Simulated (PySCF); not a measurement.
# A diatomic session: AgF

An exercise on one series of results from a longer session: the logs are not shown, and one member is left open.

Method: Ag def2-TZVPP with ECP28, F def2-TZVPP, scalar-relativistic core potentials; program: PySCF 2.14.0.

Set-up of the first run:

Settings of the job:

```yaml
atoms: Ag, F
charge: 0
basis: Ag def2-TZVPP with ECP28, F def2-TZVPP
Hamiltonian: scalar-relativistic core potentials
basis_functions: 87
electrons_treated: 28
masses_in_u: 106.9051, 18.9984
levels: PBE0, PBE, r²SCAN, BLYP, B3LYP, BHandHLYP, PW91, ωB97X, HF, MP2, SCS-MP2, CCSD, CCSD(T)
grid: 80 radial by 434 angular points
occupations: held fixed by the projection of orbital angular momentum
dissociation_limit: Ag + F, each in its ground configuration
starting_distance_in_angstrom: 1.950
values_of_2S_to_try: 0, 2, 4
```

Command:

```bash
OMP_NUM_THREADS=1 python dia.py task.json out
```

Steps of the session up to this table: Input; PBE0 along the bond; Higher solutions at PBE0; PBE; r²SCAN; BLYP (GGA); B3LYP (global hybrid GGA); BHandHLYP; PW91 (GGA); ωB97X (range-separated hybrid); RHF; Correlated methods on the Hartree–Fock reference.

One of the session's tables, all rows but one given; the rest of the session is left out.

Energy (eV) from each level's lowest point:

```
R (Å)    RHF  RHF-MP2  RHF-SCS-MP2  RHF-CCSD  RHF-CCSD(T)
1.710  1.260    0.852        0.932       n/a          n/a
1.789  0.605    0.347        0.399     0.421        0.405
1.869  0.229    0.089        0.117     0.127        0.120
1.928  0.077    0.009        0.022     0.027        0.023
1.988      ?        ?            ?         ?            ?
2.048  0.000    0.043        0.032     0.028        0.030
2.127  0.059    0.159        0.134     0.127        0.130
2.227  0.207    0.363        0.324     0.312        0.316
2.346  0.446    0.655        0.603     0.585        0.587
2.505  0.810    1.075        1.010       n/a          n/a
```

Estimate the missing values for R (Å) = 1.988.

Worked estimate for «RHF». A straight line through the neighbours (1.928, 0.077) and (2.048, 0.000) gives 0.077 + (0.000 − 0.077) × (1.988 − 1.928) / (2.048 − 1.928) = 0.038; a parabola fitted to 4 rows on both sides gives 0.009.

**Answer.** RHF: 0.007; RHF-MP2: 0.000; RHF-SCS-MP2: 0.000; RHF-CCSD: 0.000; RHF-CCSD(T): 0.000. In «RHF» the line misses by +0.031 and the parabola by +0.002.
